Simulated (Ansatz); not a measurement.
# CH₄AsB: one structure at several levels

One table from this session's results is given with a row withheld; the runs are named, their logs left out.

The runs use Ansatz 0.2.0, Gaussian basis; single points in def2-TZVPP.

Correlated methods freeze the cores. Filled d shells of the heavier atoms are correlated.

### Starting geometry

SMILES `C=B[AsH2]`, 7 atoms, charge 0, spin multiplicity 1.

Atoms are counted from 1 here; the program's logs count them from 0.

Bond lengths: C1–B2 1.410 Å, C1–H4 1.247 Å, C1–H5 1.270 Å, B2–As3 1.966 Å, As3–H6 1.711 Å, As3–H7 1.601 Å. Angles: B2–C1–H4 127.7°, B2–C1–H5 125.3°, H4–C1–H5 106.8°, C1–B2–As3 170.2°, B2–As3–H6 93.1°, B2–As3–H7 91.8°, H6–As3–H7 91.4°.

Geometry (Å):

```mol
CH4AsB
  3D, bonds by distance, orders not assigned

  7  6  0  0  0  0  0  0  0  0999 V2000
   -1.2408    0.1590   -0.9060 C   0  0
   -0.1712   -0.1547   -0.0433 B   0  0
    1.1932   -0.9047    1.1575 As  0  0
   -2.2538   -0.5277   -1.1470 H   0  0
   -1.4005    1.2690   -1.5020 H   0  0
    1.2237    0.4898    2.1477 H   0  0
    2.3808   -0.3330    0.2491 H   0  0
  1  2  8  0
  1  4  8  0
  1  5  8  0
  2  3  8  0
  3  6  8  0
  3  7  8  0
M  END
```

The first run:

The input, run/in.yaml:

```yaml
crystal:
  periodic: [false, false, false]
  atoms:
    - {symbol: C, position_ang: [-1.240800, 0.159000, -0.906000]}
    - {symbol: B, position_ang: [-0.171200, -0.154700, -0.043300]}
    - {symbol: As, position_ang: [1.193200, -0.904700, 1.157500]}
    - {symbol: H, position_ang: [-2.253800, -0.527700, -1.147000]}
    - {symbol: H, position_ang: [-1.400500, 1.269000, -1.502000]}
    - {symbol: H, position_ang: [1.223700, 0.489800, 2.147700]}
    - {symbol: H, position_ang: [2.380800, -0.333000, 0.249100]}
basis:
  gaussian: {orbitals: def2-TZVPP}
correlation: {method: ccsd_t}
output: {forces: true}
```

The command line of these runs was not kept.

Steps of the session up to this table: CCSD(T)/def2-TZVPP; PBE0-D4/def2-TZVPP; wB97M-V/def2-TZVPP; r2SCAN-D4/def2-TZVPP; PBE-D4/def2-TZVPP; HSE06-D4/def2-TZVPP; r2SCANh-D4/def2-TZVPP.

One table of the session follows, with a row left open; its other results are not shown here.

```
    method  RMS force component (eV/Å)  angle to CCSD(T) forces (°)  dipole (D)
   CCSD(T)                       1.683                    reference        0.73
   PBE0-D4                       1.654                          5.4        0.78
   wB97M-V                       1.684                          7.6        0.85
 r2SCAN-D4                       1.623                          4.6        0.73
    PBE-D4                       1.512                          3.8        0.73
  HSE06-D4                       1.651                          5.3        0.77
r2SCANh-D4                           ?                            ?           ?
```

Q: Estimate the row for r2SCANh-D4 from the others.

**Answer.** RMS force component (eV/Å): 1.663; angle to CCSD(T) forces (°): 5.4; dipole (D): 0.76. In the column «RMS force component (eV/Å)» it lies between PBE0-D4 (1.654) and CCSD(T) (1.683).
